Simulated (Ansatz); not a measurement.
# AsH2+ (singlet): from Hartree-Fock to the top rungs, cc-pVDZ

How much of the correlation energy of AsH2+ (singlet) does each wave-function method recover here?

The runs use Ansatz 0.2.0, Gaussian basis; cc-pVDZ, core rule «outside noble gas», up to 14 orbitals frozen.

To be run: UHF; CCSD(T) on RHF; CCSD(T) on UHF; BCCD(T) on RHF; CISD; CCSDT(Q) on RHF; CCSDT(Q) on UHF; CISDTQ; CCSDTQ on RHF; CASSCF and MRCISD+Q, 6 electrons in 6 orbitals; CASSCF and NEVPT2, 6 electrons in 6 orbitals; Full CI; Full CI, several states.

13 further runs of the same task are left out: 5 that didn't finish, 8 set aside as unsound or not needed.

### 1 The geometry

The geometry is a PBE0/def2-TZVP stationary point (not a proven minimum). No spin-orbit coupling is included. The filled d shell of As may be among the frozen orbitals whatever the setting's name suggests; the logs give the count.

3 atoms, charge 1, spin multiplicity 1.

Atoms are counted from 1 here; the program's logs count them from 0.

Bond lengths: As1–H2 1.530 Å, As1–H3 1.530 Å. Angles: H2–As1–H3 91.0°.

### 2 UHF

in.yaml

```yaml
crystal:
  periodic: [false, false, false]
  atoms:
    - {symbol: As, position_ang: [0.000000, -0.028106, 0.000000]}
    - {symbol: H, position_ang: [0.000000, 1.044592, -1.090899]}
    - {symbol: H, position_ang: [0.000000, 1.044590, 1.090902]}
basis:
  gaussian: {orbitals: cc-pVDZ}
total_charge: 1
magnetization: {spin_polarized: true, initial_magnetization: 0}
hamiltonian: {xc: hf}
output: {orbitals: {seedname: orbitals}}
```

Started as:

```
$ ansatz run in.yaml --threads 1 --pin off --events-out ev --progress --plain --max-ram 2393MiB
```

Further steps of the session: CCSD(T) on RHF; CCSD(T) on UHF; BCCD(T) on RHF; CISD; CCSDT(Q) on RHF; CCSDT(Q) on UHF; CISDTQ; CCSDTQ on RHF; CASSCF and MRCISD+Q, 6 electrons in 6 orbitals; CASSCF and NEVPT2, 6 electrons in 6 orbitals; Full CI; Full CI, several states.

Before running them: what should the planned runs give, taken together? Wanted: FCI below the RHF energy; RMP2 from FCI; RCCSD from FCI; RCCSD(T) from FCI; RCCSDT(Q) from FCI; NEVPT2 valence from FCI; MRCISD+Q valence from FCI; T1 diagnostic; effectively unpaired electrons.

As calculated:

| quantity | value |
| --- | --- |
| FCI below the RHF energy | -3.2285 eV |
| RMP2 from FCI | +77.8 kJ/mol |
| RCCSD from FCI | +7.2 kJ/mol |
| RCCSD(T) from FCI | +1.6 kJ/mol |
| RCCSDT(Q) from FCI | +0.1 kJ/mol |
| NEVPT2 valence from FCI | +47.3 kJ/mol |
| MRCISD+Q valence from FCI | +0.1 kJ/mol |
| levels within 1 kcal/mol (43 meV) | RCCSD(T), BCCD(T), RCCSDT, CISDTQ, RCCSDT(Q), RCCSDTQ, MRCISD+Q valence |
| T1 diagnostic | 0.012 |
| effectively unpaired electrons | 0.06 |

**Reading.** RCCSD(T) misses by +1.6 kJ/mol, 0.5 % of the correlation energy. One determinant dominates. Of the multireference levels listed MRCISD+Q valence comes nearest in total energy (+0.1 kJ/mol), which doesn't show that its space is the better one. The next state among those solved, a triplet, lies 1.39 eV up. These misses are within one basis, not against nature.
